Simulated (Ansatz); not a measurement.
# ZrCH2+ (quartet): from Hartree-Fock to the top rungs, def2-TZVPP

One table from this session's results is given with a row withheld; the runs are named, their logs left out.

The runs use Ansatz 0.2.0, Gaussian basis; def2-TZVPP, core rule «outside noble gas», up to 5 orbitals frozen.

The runs, in order: UHF; CCSD(T) on ROHF; CCSD(T) on UHF; CCSDT(Q) on ROHF; CCSDT(Q) on UHF.

9 further runs of the same task are left out: 5 for a known fault of the program, 4 set aside as unsound or not needed.

### What is computed

The geometry is a PBE0/def2-TZVP stationary point (not a proven minimum) of the parent state, kept for this charge and spin. No spin-orbit coupling is included. Elements past krypton take def2 core potentials.

4 atoms, charge 1, spin multiplicity 4.

Atoms are counted from 1 here; the program's logs count them from 0.

Bond lengths: Zr1–C2 1.958 Å, C2–H3 1.095 Å, C2–H4 1.095 Å. Angles: Zr1–C2–H3 123.1°, Zr1–C2–H4 123.1°, H3–C2–H4 113.7°.

Set-up of the first run:

File in.yaml:

```yaml
crystal:
  periodic: [false, false, false]
  atoms:
    - {symbol: Zr, position_ang: [0.000000, 0.000000, 0.272416]}
    - {symbol: C, position_ang: [0.000000, 0.000000, -1.685685]}
    - {symbol: H, position_ang: [0.000000, 0.916504, -2.284186]}
    - {symbol: H, position_ang: [0.000000, -0.916504, -2.284186]}
basis:
  gaussian: {orbitals: def2-TZVPP}
total_charge: 1
magnetization: {spin_polarized: true, initial_magnetization: 3}
hamiltonian: {xc: hf}
output: {orbitals: {seedname: orbitals}}
```

Launch:

```sh
$ ansatz run in.yaml --threads 1 --pin off --events-out ev --progress --plain --max-ram 4096MiB --backend cpu
```

Among the steps run: UHF; CCSD(T) on ROHF; CCSD(T) on UHF; CCSDT(Q) on ROHF; CCSDT(Q) on UHF.

One table of the session follows, with a row left open; its other results are not shown here.

It belongs to the step «Misses and costs». 

| method | from RCCSDT(Q) (meV) |
| --- | --- |
| ROHF | +5974.3 |
| UHF | ? |
| RMP2 | +790.8 |
| UMP2 | +726.5 |
| RCCSD | +261.1 |
| UCCSD | +177.8 |
| RCCSD(T) | +31.2 |
| UCCSD(T) | -49.0 |
| RCCSDT | +9.5 |
| UCCSDT | -71.8 |
| RCCSDT(Q) | 0 |
| UCCSDT(Q) | -82.4 |

**Question.** Estimate the row for UHF.

**Answer.** from RCCSDT(Q) (meV): +5795.8. In the column «from RCCSDT(Q) (meV)» it lies between RMP2 (+790.8) and ROHF (+5974.3).

Limits of these values: Restricted and unrestricted rows rest on different reference determinants; where their highest levels disagree by more than a few hundredths of an eV, they describe different states and don't form one ladder.
